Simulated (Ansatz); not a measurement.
**AlNH2ClF (SMILES [NH2][Al]([F])[Cl]): SVWN5/aug-cc-pVDZ**

What is the vertical electron affinity of AlNH2ClF at SVWN5/aug-cc-pVDZ? 

Program for the calculation: Ansatz 0.2.0.

98 further runs of the same task are left out: 98 set aside as unsound or not needed.

**1. The system as given**

The species is AlNH2ClF (6 atoms), meant as a singlet with charge 0. As SMILES, `[NH2][Al]([F])[Cl]`. Geometry: relaxed at PBE0-D4/def2-TZVP.

Bond lengths: N1–Al2 1.746 Å, Al2–F3 1.641 Å, Al2–Cl4 2.079 Å, N1–H5 1.006 Å, N1–H6 1.006 Å. Angles: N1–Al2–F3 119.8°, N1–Al2–Cl4 121.2°, F3–Al2–Cl4 119.0°, Al2–N1–H5 124.6°, Al2–N1–H6 124.3°, H5–N1–H6 111.1°.

**2. The energy at SVWN5/aug-cc-pVDZ**

The input, in.yaml:

```yaml
crystal:
  periodic: [false, false, false]
  atoms:
    - {symbol: "N", position_ang: [-0.112300, 0.982600, -0.025800]}
    - {symbol: Al, position_ang: [0.152500, -0.739100, 0.092300]}
    - {symbol: F, position_ang: [1.041800, -1.345500, 1.331100]}
    - {symbol: Cl, position_ang: [-0.641100, -2.049400, -1.313600]}
    - {symbol: H, position_ang: [0.246300, 1.661500, 0.624800]}
    - {symbol: H, position_ang: [-0.645100, 1.426000, -0.754900]}
basis:
  gaussian:
    orbitals: aug-cc-pVDZ
accuracy: high
output: {orbitals: {seedname: orbitals}}
hamiltonian:
  xc: {name: SVWN5}
```

Command:

```sh
$ ansatz run in.yaml --threads 1 --pin off --max-ram 3480MiB --events-out events.jsonl --progress --plain --runs-dir runs
```

Output:

```text
Warning: RAYON_NUM_THREADS=1 ignored (pool sized by the plan → 1); use --threads N
Functional definition: SVWN5
  name "SVWN5"
  exchange = slater_x
  correlation = vwn5_c
2354 factors; integrals over basis functions are off by at most 4.0e-9 eV
mean field evaluation 1: about -23252.0168 eV, gradient 8.5e1 eV
mean field evaluation 2: about -23193.9823 eV, gradient 1.6e2 eV
mean field evaluation 4: about -23265.5482 eV, gradient 1.4e1 eV
mean field evaluation 8: about -23266.0513 eV, gradient 6.1e-1 eV
mean field evaluation 16: about -23266.0548 eV, gradient 3.9e-5 eV
mean field -23266.05479219 eV, -855.0117433145 hartree, gradient 2.2e-8 eV, S^2 0.000000; 0 other end points of the search recorded, 0 dependent functions left out
reference -23266.05479812 eV, -855.0117435326 hartree; 24, 24 occupied and 94, 94 virtual orbitals, 2354 factors
Total energy: -23266.05479812 eV, -855.0117435326 hartree
```

Run time: 8.4 s. Hardware: 1 thread of Intel Xeon Platinum 8259CL at 2.50GHz (Skylake/Cascade Lake), shared host; peak memory 0.36 GiB.

**3. The doublet anion at the same level**

The input, in.yaml:

```yaml
crystal:
  periodic: [false, false, false]
  atoms:
    - symbol: "N"
      position_ang: [-0.112300, 0.982600, -0.025800]
    - symbol: Al
      position_ang: [0.152500, -0.739100, 0.092300]
    - symbol: F
      position_ang: [1.041800, -1.345500, 1.331100]
    - symbol: Cl
      position_ang: [-0.641100, -2.049400, -1.313600]
    - symbol: H
      position_ang: [0.246300, 1.661500, 0.624800]
    - symbol: H
      position_ang: [-0.645100, 1.426000, -0.754900]
basis:
  gaussian: {orbitals: aug-cc-pVDZ}
total_charge: -1
magnetization: {spin_polarized: true, initial_magnetization: 1}
hamiltonian: {xc: {name: SVWN5}}
accuracy: high
output: {orbitals: {seedname: orbitals}}
```

Command:

```sh
$ ansatz run in.yaml --threads 1 --pin off --max-ram 3480MiB --events-out events.jsonl --progress --plain --runs-dir runs
```

Output:

```text
Warning: RAYON_NUM_THREADS=1 ignored (pool sized by the plan → 1); use --threads N
[... 4 set-up lines as earlier in the session ...]
2354 factors; integrals over basis functions are off by at most 4.0e-9 eV
mean field evaluation 1: about -23258.3289 eV, gradient 4.3e1 eV
mean field evaluation 2: about -23195.3723 eV, gradient 9.8e1 eV
mean field evaluation 4: about -23265.5490 eV, gradient 1.1e1 eV
mean field evaluation 8: about -23266.2200 eV, gradient 2.1e-1 eV
mean field evaluation 16: about -23266.2202 eV, gradient 2.2e-4 eV
mean field evaluation 32: about -23264.2364 eV, gradient 3.9e0 eV
mean field -23266.22023619 eV, -855.0178232697 hartree, gradient 3.1e-8 eV, S^2 0.750636; 7 other end points of the search recorded, 0 dependent functions left out
reference -23266.22023997 eV, -855.0178234082 hartree; 25, 24 occupied and 93, 94 virtual orbitals, 2354 factors
Total energy: -23266.22023997 eV, -855.0178234082 hartree
```

It took 14 s on 1 thread of Intel Xeon Platinum 8259CL at 2.50GHz (Skylake/Cascade Lake), shared host; peak memory 0.46 GiB.

**4. What came out**

Level: SVWN5/aug-cc-pVDZ.

| quantity | value |
| --- | --- |
| singlet AlNH2ClF: total energy | -855.01174 Eh |
| singlet AlNH2ClF: HOMO energy | -6.87 eV |
| singlet AlNH2ClF: LUMO energy | -1.95 eV |
| singlet AlNH2ClF: HOMO–LUMO gap | 4.92 eV |
| doublet anion: total energy | -855.01782 Eh |
| doublet anion: HOMO energy (highest over α and β) | 1.43 eV |
| doublet anion: LUMO energy (lowest over α and β) | 1.74 eV |
| doublet anion: ⟨S²⟩ | 0.751 |
| vertical electron affinity (to the doublet anion) | 0.165 eV |

In words: At fixed nuclei the extra electron is bound by 0.17 eV (16.0 kJ/mol). The HOMO (doublet anion) lies at positive energy, 1.43 eV, as semi-local functionals often give for anions; only total energies tell whether the electron is bound.

The anion's highest level is positive in at least one run, so there the basis alone may hold the extra electron.
